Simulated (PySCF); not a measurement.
# C3H5AlF2: NMR shifts at several levels of theory, part 2 of 2

PySCF 2.14.0. Atoms count from 0. Earlier steps stand in the parts before.

**9. Shielding tensors: KT3/pcSseg-2**

What the job is given:

```
{"job": {"kind": "nmr", "xc": "KT3", "basis": "pcSseg-2", "pop": false}, "charge": 0, "multiplicity": 1}
C     -1.625646     0.151079     0.605605
C     -0.878985    -0.635375    -0.173248
C      0.606758    -0.532707    -0.368791
Al     1.494940     0.699155     0.838808
F      2.876272     0.264935     1.648264
F      0.942189     2.238693     1.127076
H     -2.705783     0.006599     0.690895
H     -1.197062     0.988728     1.169885
H     -1.382840    -1.436279    -0.731288
H      0.832723    -0.246266    -1.414198
H      1.078972    -1.524316    -0.248632
```

Level: GIAO KT3/pcSseg-2 NMR shielding, non-relativistic, gas phase.

The log of the run:

```text
coarse grid: 10160 points
cycle   1  E = -565.7597370330  dE =  3.879e-01  |g| = 1.203e+00  |ddm| = 2.496e+00
cycle   2  E = -564.7812335400  dE =  9.785e-01  |g| = 2.660e+00  |ddm| = 2.423e+00
cycle   3  E = -565.9956403674  dE = -1.214e+00  |g| = 2.692e-01  |ddm| = 1.942e+00
cycle   4  E = -566.0097702085  dE = -1.413e-02  |g| = 1.368e-01  |ddm| = 3.016e-01
cycle   5  E = -566.0142611332  dE = -4.491e-03  |g| = 3.982e-02  |ddm| = 1.026e-01
cycle   6  E = -566.0145148097  dE = -2.537e-04  |g| = 2.269e-02  |ddm| = 3.552e-02
cycle   7  E = -566.0146533013  dE = -1.385e-04  |g| = 4.357e-03  |ddm| = 1.739e-02
cycle   8  E = -566.0146575280  dE = -4.227e-06  |g| = 1.506e-03  |ddm| = 3.942e-03
final grid: 95584 points
cycle   9  E = -566.0279032361  dE = -3.443e-04  |g| = 3.250e-02  |ddm| = 1.340e-01
cycle  10  E = -566.0274968669  dE =  4.064e-04  |g| = 5.999e-02  |ddm| = 4.080e-02
cycle  11  E = -566.0280414683  dE = -5.446e-04  |g| = 4.308e-03  |ddm| = 2.966e-02
cycle  12  E = -566.0280435356  dE = -2.067e-06  |g| = 1.348e-03  |ddm| = 2.597e-03
cycle  13  E = -566.0280439490  dE = -4.133e-07  |g| = 5.539e-04  |ddm| = 1.160e-03
cycle  14  E = -566.0280440207  dE = -7.176e-08  |g| = 1.943e-04  |ddm| = 4.416e-04
cycle  15  E = -566.0280440310  dE = -1.033e-08  |g| = 2.242e-05  |ddm| = 1.483e-04
cycle  16  E = -566.0280440311  dE = -1.044e-10  |g| = 6.830e-06  |ddm| = 2.513e-05
converged SCF energy = -566.0280440311

GIAO shielding tensors (ppm)
atom      isotropic    diamagn.    paramagn.     s11        s22        s33       span
  0 C       62.377     255.091    -192.715    -40.541     86.819    140.852    181.394
  1 C       44.964     251.555    -206.591    -64.424     46.321    152.996    217.420
  2 C      168.280     244.113     -75.833    150.930    156.138    197.772     46.843
  3 Al     465.112     794.674    -329.562    396.917    452.738    545.681    148.765
  4 F      334.077     468.285    -134.207    258.616    301.829    441.786    183.170
  5 F      322.014     471.003    -148.989    239.374    299.470    427.197    187.822
  6 H       26.162      29.190      -3.028     23.969     24.873     29.643      5.674
  7 H       25.743      33.189      -7.445     24.023     24.860     28.346      4.323
  8 H       24.986      29.208      -4.222     22.843     24.796     27.319      4.476
  9 H       29.566      29.750      -0.184     25.836     27.792     35.069      9.233
 10 H       29.779      29.562       0.217     25.642     28.439     35.257      9.615
```

Wall time 38 s (1 thread of Intel Xeon 6975P-C, shared host); peak memory 0.93 GiB.

Key values: δ C1 136.3, C0 118.9, C2 13.0, Al3 34.4, H8 6.37, H7 5.61 ppm.

**10. Nuclear shieldings: B97-D/pcSseg-2**

The job, as its differences from that of step 9:

```diff
@@ -1,2 +1,2 @@
-{"job": {"kind": "nmr", "xc": "KT3", "basis": "pcSseg-2", "pop": false}, "charge": 0, "multiplicity": 1}
+{"job": {"kind": "nmr", "xc": "B97-D", "basis": "pcSseg-2", "pop": false}, "charge": 0, "multiplicity": 1}
 C     -1.625646     0.151079     0.605605
```

Method: GIAO B97-D/pcSseg-2 NMR shielding, non-relativistic, gas phase.

The log of the run:

```text
coarse grid: 10160 points
cycle   1  E = -559.3048838270  dE =  3.441e-01  |g| = 1.128e+00  |ddm| = 2.491e+00
cycle   2  E = -558.5393247441  dE =  7.656e-01  |g| = 2.435e+00  |ddm| = 2.039e+00
cycle   3  E = -559.5170994416  dE = -9.778e-01  |g| = 2.459e-01  |ddm| = 1.549e+00
cycle   4  E = -559.5297443539  dE = -1.264e-02  |g| = 1.012e-01  |ddm| = 2.390e-01
cycle   5  E = -559.5320919463  dE = -2.348e-03  |g| = 2.880e-02  |ddm| = 7.347e-02
cycle   6  E = -559.5322063257  dE = -1.144e-04  |g| = 1.774e-02  |ddm| = 2.437e-02
cycle   7  E = -559.5322839094  dE = -7.758e-05  |g| = 4.641e-03  |ddm| = 1.337e-02
cycle   8  E = -559.5322888729  dE = -4.963e-06  |g| = 1.292e-03  |ddm| = 3.715e-03
final grid: 95584 points
cycle   9  E = -559.5233739311  dE = -1.252e-04  |g| = 2.532e-02  |ddm| = 6.482e-02
cycle  10  E = -559.5231178989  dE =  2.560e-04  |g| = 4.756e-02  |ddm| = 3.158e-02
cycle  11  E = -559.5234574679  dE = -3.396e-04  |g| = 3.666e-03  |ddm| = 2.292e-02
cycle  12  E = -559.5234587959  dE = -1.328e-06  |g| = 1.193e-03  |ddm| = 2.102e-03
cycle  13  E = -559.5234591587  dE = -3.629e-07  |g| = 2.717e-04  |ddm| = 8.290e-04
cycle  14  E = -559.5234591764  dE = -1.769e-08  |g| = 5.591e-05  |ddm| = 2.509e-04
cycle  15  E = -559.5234591773  dE = -8.806e-10  |g| = 1.316e-05  |ddm| = 6.677e-05
converged SCF energy = -559.5234591773

GIAO shielding tensors (ppm)
atom      isotropic    diamagn.    paramagn.     s11        s22        s33       span
  0 C       55.547     254.483    -198.935    -51.171     79.155    138.658    189.830
  1 C       36.603     250.654    -214.051    -77.711     36.057    151.464    229.175
  2 C      166.318     243.785     -77.467    148.967    154.032    195.955     46.988
  3 Al     455.541     793.117    -337.577    386.037    441.126    539.459    153.422
  4 F      334.414     467.002    -132.588    258.301    305.071    439.870    181.569
  5 F      322.823     469.536    -146.714    241.351    302.414    424.703    183.353
  6 H       26.126      29.846      -3.719     23.984     24.985     29.410      5.426
  7 H       25.672      32.466      -6.794     23.873     24.681     28.462      4.588
  8 H       24.935      29.970      -5.035     22.945     24.400     27.462      4.517
  9 H       29.669      29.601       0.068     26.049     27.940     35.019      8.970
 10 H       29.876      29.663       0.213     25.828     28.585     35.213      9.385
```

Run time: 39 s. Hardware: 1 thread of Intel Xeon 6975P-C, shared host; peak memory 0.94 GiB.

This run: δ C1 142.4, C0 123.5, C2 12.7, Al3 37.7, H8 6.46, H7 5.72 ppm.

**11. NMR shieldings: B3LYP/pcSseg-2**

The job, as its differences from that of step 10:

```diff
@@ -1,2 +1,2 @@
-{"job": {"kind": "nmr", "xc": "B97-D", "basis": "pcSseg-2", "pop": false}, "charge": 0, "multiplicity": 1}
+{"job": {"kind": "nmr", "xc": "B3LYP", "basis": "pcSseg-2", "pop": false}, "charge": 0, "multiplicity": 1}
 C     -1.625646     0.151079     0.605605
```

With the program's defaults for keys left out, this is: GIAO B3LYP/pcSseg-2 NMR shielding, non-relativistic, gas phase.

The log of the run:

```text
coarse grid: 10160 points
cycle   1  E = -559.5940084804  dE =  3.338e-01  |g| = 9.779e-01  |ddm| = 2.416e+00
cycle   2  E = -559.2846163287  dE =  3.094e-01  |g| = 1.744e+00  |ddm| = 1.394e+00
cycle   3  E = -559.7557770130  dE = -4.712e-01  |g| = 1.336e-01  |ddm| = 9.120e-01
cycle   4  E = -559.7595881624  dE = -3.811e-03  |g| = 4.680e-02  |ddm| = 1.178e-01
cycle   5  E = -559.7600892734  dE = -5.011e-04  |g| = 1.105e-02  |ddm| = 3.318e-02
cycle   6  E = -559.7601119443  dE = -2.267e-05  |g| = 5.016e-03  |ddm| = 8.735e-03
cycle   7  E = -559.7601180602  dE = -6.116e-06  |g| = 1.031e-03  |ddm| = 3.612e-03
final grid: 95584 points
cycle   8  E = -559.7619225557  dE = -7.928e-05  |g| = 5.152e-03  |ddm| = 3.303e-02
cycle   9  E = -559.7619175250  dE =  5.031e-06  |g| = 7.017e-03  |ddm| = 7.320e-03
cycle  10  E = -559.7619286874  dE = -1.116e-05  |g| = 7.872e-04  |ddm| = 4.352e-03
cycle  11  E = -559.7619287537  dE = -6.632e-08  |g| = 3.735e-04  |ddm| = 5.143e-04
cycle  12  E = -559.7619287772  dE = -2.349e-08  |g| = 4.610e-05  |ddm| = 2.019e-04
cycle  13  E = -559.7619287774  dE = -2.497e-10  |g| = 1.360e-05  |ddm| = 3.237e-05
converged SCF energy = -559.7619287774

GIAO shielding tensors (ppm)
atom      isotropic    diamagn.    paramagn.     s11        s22        s33       span
  0 C       50.252     253.080    -202.828    -65.612     77.082    139.286    204.898
  1 C       30.792     249.163    -218.371    -93.569     32.749    153.196    246.764
  2 C      166.794     241.487     -74.693    149.089    154.832    196.460     47.370
  3 Al     442.558     791.926    -349.368    371.247    421.659    534.768    163.521
  4 F      335.681     467.156    -131.475    260.165    305.080    441.797    181.632
  5 F      324.214     469.627    -145.413    243.977    302.102    426.562    182.585
  6 H       26.082      30.040      -3.958     23.870     24.884     29.492      5.623
  7 H       25.659      32.291      -6.633     23.750     24.571     28.654      4.904
  8 H       24.925      30.008      -5.083     22.853     24.261     27.661      4.807
  9 H       29.699      29.560       0.138     26.053     27.865     35.177      9.124
 10 H       29.915      29.718       0.197     25.799     28.525     35.420      9.622
```

Run time: 29 s. Hardware: 1 thread of Intel Xeon 6975P-C, shared host; peak memory 1.1 GiB.

In short: δ C1 148.4, C0 128.9, C2 12.4, Al3 35.7, H8 6.46, H7 5.73 ppm.

**12. Run by run: NMR shifts**

Shifts (ppm) of some atoms, chosen among heavy atoms and hydrogens apart, means over like atoms, with basis size and wall time:

```csv
run,C1,C0,C2,H7,H9,Al3,F4,functions,time
HF/pcSseg-2,146.7,126.8,5.6,5.62,1.16,25.6,-127.2,293,21 s
LDA/pcSseg-2,152.3,135.1,16.6,5.97,1.88,49.0,-164.7,293,34 s
PBE/pcSseg-2,146.8,128.8,14.4,5.84,1.74,43.0,-171.7,293,39 s
BLYP/pcSseg-2,147.3,127.1,14.5,5.74,1.72,41.0,-171.4,293,37 s
BP86/pcSseg-2,146.3,128.4,14.5,5.83,1.72,41.0,-171.2,293,39 s
OPBE/pcSseg-2,141.2,125.0,11.8,5.82,1.59,34.1,-181.7,293,41 s
KT2/pcSseg-2,137.7,121.0,15.1,5.68,1.82,41.7,-174.1,293,42 s
KT3/pcSseg-2,136.3,118.9,13.0,5.61,1.68,34.4,-181.1,293,38 s
B97-D/pcSseg-2,142.4,123.5,12.7,5.72,1.62,37.7,-174.4,293,39 s
B3LYP/pcSseg-2,148.4,128.9,12.4,5.73,1.58,35.7,-160.2,293,29 s
```

**13. What came out**

What follows sums up all 2 parts.

| quantity | value |
| --- | --- |
| 13C shifts against TMS (HF/pcSseg-2) | 146.7, 126.8, 5.6 ppm |
| 1H shifts against TMS (HF/pcSseg-2, means over atoms taken as alike) | 6.41, 5.62, 5.30, 1.16 ppm |
| 27Al shifts against AlH4- (HF/pcSseg-2) | 25.6 ppm |
| 19F shifts against CFCl3 (HF/pcSseg-2, means over atoms taken as alike) | -127.2 ppm |
| range of the shift of F4 (with its like atoms) | -181.7 to -127.2 ppm |

In words: Single values in the summary come from the first sound run of each kind (HF/pcSseg-2), which need not be the best level. The most deshielded carbon is C1 (alkene CH), at 146.7 ppm: the olefinic region. H8 (hydrogen on an alkene CH) lies farthest downfield among hydrogen, at 6.41 ppm; attached to an sp2 carbon and in the plane of the double bond. At HF/pcSseg-2: The largest span, 265 ppm, is at C1, where the paramagnetic term is -204 ppm. In ppm, F4 (with its like atoms) moves most: its shift spreads over 54.5 ppm, from -181.7 (OPBE/pcSseg-2) to -127.2 (HF/pcSseg-2).
